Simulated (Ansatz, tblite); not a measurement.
**FeO4: a ladder of methods and basis sets**

How do method and basis change the picture of FeO4 (singlet)?

Program: Ansatz 0.2.0, Gaussian basis. Level of theory: as each input shows. These are calculated values, not measurements.

The runs, in order: GFN1-xTB, GFN2-xTB, PBE-D4/def2-TZVP, r2SCAN-D4/def2-TZVP, HSE06-D4/def2-TZVP, B2PLYP/def2-TZVP, LDA/def2-TZVP, PBE-QIDH/def2-TZVP, B97M-V/def2-TZVP, r2SCANh-D4/def2-TZVP, BLYP-D4/def2-TZVP, PBE-D4/def2-SVP, PBE0-D4/def2-SVP, HF/STO-3G, PBE0-D4/def2-TZVPD, PBE-D4/def2-TZVPD, r2SCAN-D4/def2-TZVPD, CCSD(T)/def2-TZVPP, MP2/def2-TZVP, RPA/def2-TZVP.

## Step 1: The geometry

The geometry is that of the singlet, from an earlier relaxation (PBE0-D4/def2-SVP).

5 atoms, charge 0, spin multiplicity 1.

Bond lengths: Fe1–O2 1.553 Å, Fe1–O3 1.553 Å, Fe1–O4 1.553 Å, Fe1–O5 1.553 Å. Angles: O2–Fe1–O3 109.5°, O2–Fe1–O4 109.5°, O2–Fe1–O5 109.5°, O3–Fe1–O4 109.5°, O3–Fe1–O5 109.5°, O4–Fe1–O5 109.5°.

Formally the metal is d0. No spin-orbit coupling is included.

PBE0-D4/def2-TZVP was run before; its log isn't repeated, and its numbers join the tables.

## Step 2: GFN1-xTB

Tight binding, by tblite at 300 K electronic temperature and without a spin-polarisation term:

```python
tblite.interface.Calculator('GFN1-xTB', numbers, positions, charge=0, uhf=0).singlepoint()
```

Energy -580.8910 eV, HOMO -17.66 eV, LUMO -15.59 eV; 0.008 s.

## Step 3: GFN2-xTB

Tight binding, by tblite at 300 K electronic temperature and without a spin-polarisation term:

```python
tblite.interface.Calculator('GFN2-xTB', numbers, positions, charge=0, uhf=0).singlepoint()
```

Energy -526.5640 eV, HOMO -14.02 eV, LUMO -10.77 eV; 0.005 s.

## Step 4: PBE-D4/def2-TZVP

start.molden holds the orbitals of an earlier run on this state, given as this run's starting guess.

File in.yaml:

```yaml
crystal:
  periodic: [false, false, false]
  atoms:
    - {symbol: Fe, position_ang: [0.000000, -0.000001, -0.000004]}
    - {symbol: O, position_ang: [0.010270, -0.017489, 1.553108]}
    - {symbol: O, position_ang: [1.460954, 0.010188, -0.527335]}
    - {symbol: O, position_ang: [-0.739280, 1.271786, -0.498591]}
    - {symbol: O, position_ang: [-0.731934, -1.264484, -0.527188]}
basis:
  gaussian: {orbitals: def2-TZVP, initial_orbitals: start.molden}
hamiltonian: {xc: pbe, dispersion: d4}
scf: {omitted_lower_state_checks: [starts]}
output: {forces: true, orbitals: {seedname: orbitals}}
```

On the command line:

```console
$ ansatz run in.yaml --threads 4 --pin off --events-out ev --progress --plain --max-ram 3916MiB
```

The runs that follow: r2SCAN-D4/def2-TZVP; HSE06-D4/def2-TZVP; B2PLYP/def2-TZVP; LDA/def2-TZVP; PBE-QIDH/def2-TZVP; B97M-V/def2-TZVP; r2SCANh-D4/def2-TZVP; BLYP-D4/def2-TZVP; PBE-D4/def2-SVP; PBE0-D4/def2-SVP; HF/STO-3G; PBE0-D4/def2-TZVPD; PBE-D4/def2-TZVPD; r2SCAN-D4/def2-TZVPD; CCSD(T)/def2-TZVPP; MP2/def2-TZVP; RPA/def2-TZVP.

Q: Predict the results of all the runs planned. Wanted: gap in def2-TZVP, named functionals, smallest and largest; correlation energy, CCSD(T)/def2-TZVPP; correlation energy, MP2/def2-TZVP; binding an atom, functionals in def2-TZVP; PBE0 total energy, smallest basis above largest.

As calculated:

```
                                                 quantity                                 value
gap in def2-TZVP, named functionals, smallest and largest  1.83 eV (BLYP-D4), 3.76 eV (PBE0-D4)
                   correlation energy, CCSD(T)/def2-TZVPP                             -58.33 eV
                        correlation energy, MP2/def2-TZVP                             -61.03 eV
                binding an atom, functionals in def2-TZVP       2.43 (PBE0-D4) to 4.69 eV (LDA)
          PBE0 total energy, smallest basis above largest       15.23 eV (def2-SVP, def2-TZVPD)
```

Over the named functionals in def2-TZVP the gap runs from 1.83 eV (BLYP-D4) to 3.76 eV (PBE0-D4); exact exchange widens it. Notes on CCSD(T)/def2-TZVPP and its Hartree-Fock reference, which MP2 shares: large T1 diagnostic, restricted state is unstable towards broken spin symmetry.
